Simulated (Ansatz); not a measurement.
**CH₄ClFO₂SW: a ladder of functionals and wavefunction methods**

One table from this session's results is given with a row withheld; the runs are named, their logs left out.

The runs use Ansatz 0.2.0, Gaussian basis; functionals in def2-TZVPP, the program's frozen cores in correlated methods.

The runs, in order: LDA (SPW92), PBE-D4, revPBE-D4, BLYP-D4, r2SCAN-D4, B97M-V, PBE0-D4, B3LYP-D4, r2SCANh-D4, r2SCAN0-D4, HSE06-D4, BHLYP-D4, CAM-B3LYP-D4, LC-ωPBE, ωB97X-V, ωB97M-V, B2PLYP, PBE-QIDH; CCSD(T)/def2-SVP; CCSD(T)/def2-TZVPP; MP2/def2-QZVPP; extrapolation to the limit; RPA on PBE.

**Structure used throughout**

All runs share one geometry, relaxed beforehand with PBE0-D4 in a triple-zeta def2 set. W takes the def2 core potential; no spin-orbit term is included.

11 atoms, charge 0, spin multiplicity 1.

Atoms are counted from 1 here; the program's logs count them from 0.

Bond lengths: C1–O2 1.399 Å, C1–H8 1.094 Å, C1–H9 1.094 Å, C1–H10 1.091 Å, O2–W3 1.837 Å, W3–O4 1.905 Å, W3–F5 1.880 Å, W3–S6 2.111 Å, W3–Cl7 2.300 Å, O4–H11 0.963 Å. Angles: O2–C1–H8 109.4°, O2–C1–H9 109.5°, O2–C1–H10 108.8°, H8–C1–H9 109.7°, H8–C1–H10 109.9°, H9–C1–H10 109.6°, C1–O2–W3 139.0°, O2–W3–O4 84.7°, O2–W3–F5 155.0°, O2–W3–S6 102.8°, O2–W3–Cl7 90.5°, O4–W3–F5 82.1°, O4–W3–S6 111.7°, O4–W3–Cl7 138.0°, F5–W3–S6 101.7°, F5–W3–Cl7 85.4°, S6–W3–Cl7 110.0°, W3–O4–H11 115.2°.

Set-up of the first run:

The input, in.yaml:

```yaml
crystal:
  periodic: [false, false, false]
  atoms:
    - {symbol: C, position_ang: [1.091222, -1.543957, 0.081058]}
    - {symbol: O, position_ang: [0.612576, -0.364640, 0.662722]}
    - {symbol: W, position_ang: [-0.386730, 1.104719, 0.196920]}
    - {symbol: O, position_ang: [-1.711069, -0.172281, -0.295900]}
    - {symbol: F, position_ang: [-1.371621, 2.192188, -0.978242]}
    - {symbol: S, position_ang: [-0.813562, 1.992890, 2.064233]}
    - {symbol: Cl, position_ang: [1.467883, 2.092535, -0.738206]}
    - {symbol: H, position_ang: [0.273365, -2.048957, -0.441629]}
    - {symbol: H, position_ang: [1.889125, -1.304153, -0.628423]}
    - {symbol: H, position_ang: [1.483578, -2.190134, 0.867634]}
    - {symbol: H, position_ang: [-2.469367, 0.184691, -0.769567]}
basis:
  gaussian: {orbitals: def2-TZVPP}
hamiltonian: {xc: lda}
output: {orbitals: {seedname: orbitals}}
```

The run is started by

```console
$ ansatz run in.yaml --threads 2 --pin off --events-out ev --progress --plain --max-ram 32768MiB --backend cuda --devices 0, --max-vram 18GiB
```

Among the steps run: LDA; PBE-D4 (GGA); revPBE-D4 (GGA); BLYP-D4 (GGA); r2SCAN-D4 (meta-GGA); B97M-V (meta-GGA); B3LYP-D4 (hybrid); r2SCANh-D4 (hybrid); r2SCAN0-D4 (hybrid); HSE06-D4 (hybrid); BHLYP-D4 (hybrid); CAM-B3LYP-D4 (range-separated); LC-ωPBE (range-separated); ωB97X-V (range-separated); ωB97M-V (range-separated); B2PLYP (double hybrid); PBE-QIDH (double hybrid).

One table of the session follows, with a row left open; its other results are not shown here.

It belongs to the step «Orbital energies across the functionals». 

```
  functional  HOMO (eV)  LUMO (eV)  gap (eV)
 LDA (SPW92)      -6.96      -3.91      3.05
      PBE-D4      -6.80      -3.70      3.11
   revPBE-D4      -6.74      -3.62      3.12
     BLYP-D4      -6.64      -3.57      3.07
   r2SCAN-D4      -7.13      -3.68      3.45
      B97M-V      -7.19      -3.67      3.53
     PBE0-D4      -8.09      -2.97      5.12
    B3LYP-D4      -7.84      -3.17      4.67
  r2SCANh-D4          ?          ?         ?
  r2SCAN0-D4      -8.31      -2.94      5.36
    HSE06-D4      -7.69      -3.35      4.34
    BHLYP-D4      -9.22      -2.04      7.17
CAM-B3LYP-D4      -9.37      -1.89      7.49
     LC-ωPBE     -10.69      -0.77      9.92
     ωB97X-V     -10.36      -0.84      9.52
     ωB97M-V     -10.22      -0.84      9.38
```

Q: Estimate the row for r2SCANh-D4 from the others.

Worked estimate for «HOMO (eV)». Against the share of exact exchange, r2SCAN-D4 (0, -7.13), r2SCAN0-D4 (0.25, -8.31) give a slope of -4.72 per unit share; at 0.1 the line stands at -7.60.

As computed: HOMO (eV): -7.60; LUMO (eV): -3.39; gap (eV): 4.21. In «HOMO (eV)» the line misses by 0.00.
